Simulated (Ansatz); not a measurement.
## BaCaGaBiO6, space group F-43m: a single point, step by step

Computed with the Python package of Ansatz (0.2.0).

Typed at the interpreter:
```pycon
>>> import warnings
>>> import ansatz as az
>>> import numpy as np
>>> warnings.simplefilter("ignore", az.DeckWarning)
>>> structure = (
...     az.Lattice.fcc(8.22787)
...     .space_group(216)
...     .atom("Ba", [0.25, 0.25, 0.75])
...     .atom("Ca", [0.25, 0.25, 0.25])
...     .atom("Ga", [0.5, 0.0, 0.0])
...     .atom("Bi", [0.0, 0.0, 0.0])
...     .atom("O", [0.2574, 0.0, 0.0])
...     .primitive()
... )
>>> # the calculation
>>> setup = structure.calculation()
>>> setup = setup.basis(510)
>>> setup = setup.occupations(az.OccupationsMethod.METHFESSEL_PAXTON, width=0.01)
>>> setup = setup.functional("lda")
>>> setup = setup.pseudopotentials("paw")
>>> setup = setup.kpoints(density=2.5).band_table()
>>> result = setup.run(threads=1, backend="cpu")

>>> data = result.report
>>> data["mixing_algorithm"], data["preconditioner"], data["eigensolver"]
('MSR1', 'Resta', 'band_cg')
>>> data["converged"], data["free_energy_ev"]
(True, -26680.93107288376)
>>> print(f"free energy      {data['free_energy_ev']:.5f} eV")
free energy      -26680.93107 eV
>>> print(f"per atom         {data['free_energy_ev'] / len(result.lattice.sites):.5f} eV")
per atom         -2668.09311 eV
>>> print(f"SCF iterations   {data['n_iterations']}  (converged: {data['converged']})")
SCF iterations   7  (converged: True)
>>> print(setup.to_yaml())
crystal:
  lattice:
    bravais: fcc
    a: 8.22787
  space_group: 216
  atoms:
    - { symbol: Ba, position: [0.25, 0.25, 0.75] }
    - { symbol: Ca, position: [0.25, 0.25, 0.25] }
    - { symbol: Ga, position: [0.5, 0.0, 0.0] }
    - { symbol: Bi, position: [0.0, 0.0, 0.0] }
    - { symbol: O, position: [0.2574, 0.0, 0.0] }
  reduce_to_primitive: true
basis:
  ecutwfc: 510.0
kpoints:
  mp_grid:
    kspacing: 0.4
hamiltonian:
  xc: lda
  pseudopotentials:
    kind: paw
scf:
  occupations:
    method: methfessel_paxton
    width: 0.01
output:
  eigenvalues: true
>>> # direct or indirect, as far as the mesh can tell
>>> levels = np.array(data["eigenvalues_ev"])
>>> filled = round(data["n_electrons"] / 2)
>>> top, bottom = levels[:, filled - 1], levels[:, filled]
>>> print("top of band", filled, "at k =", data["kpoints_frac"][top.argmax()], f"{top.max():.4f} eV")
top of band 42 at k = [0.0, 0.0, 0.0] 8.4742 eV
>>> print("bottom of band", filled + 1, "at k =", data["kpoints_frac"][bottom.argmin()], f"{bottom.min():.4f} eV")
bottom of band 43 at k = [0.0, 0.0, 0.0] 8.4742 eV
>>> print(f"gap by band count {bottom.min() - top.max():.3f} eV, least direct gap {(bottom - top).min():.3f} eV")
gap by band count 0.000 eV, least direct gap 0.000 eV
```

Caveats:
- Total energies depend on the potentials; only differences at equal settings carry meaning.
- Cold and Methfessel-Paxton smearing aren't meant for a gap as narrow as their width.
- The gap on the mesh is very small: a semilocal functional closes or nearly closes the gap of many narrow semiconductors.
- This cell is a computed structure, which may not be the phase found in nature.
- Levels are Kohn-Sham eigenvalues on this mesh, without spin-orbit coupling.
- It ran for 4.1 s on 1 thread of Intel(R) Xeon(R) Platinum 8559C (Emerald Rapids) (shared host), peak memory 0.52 GiB.

(Lines on the test bed's own set-up are left out of the output.)
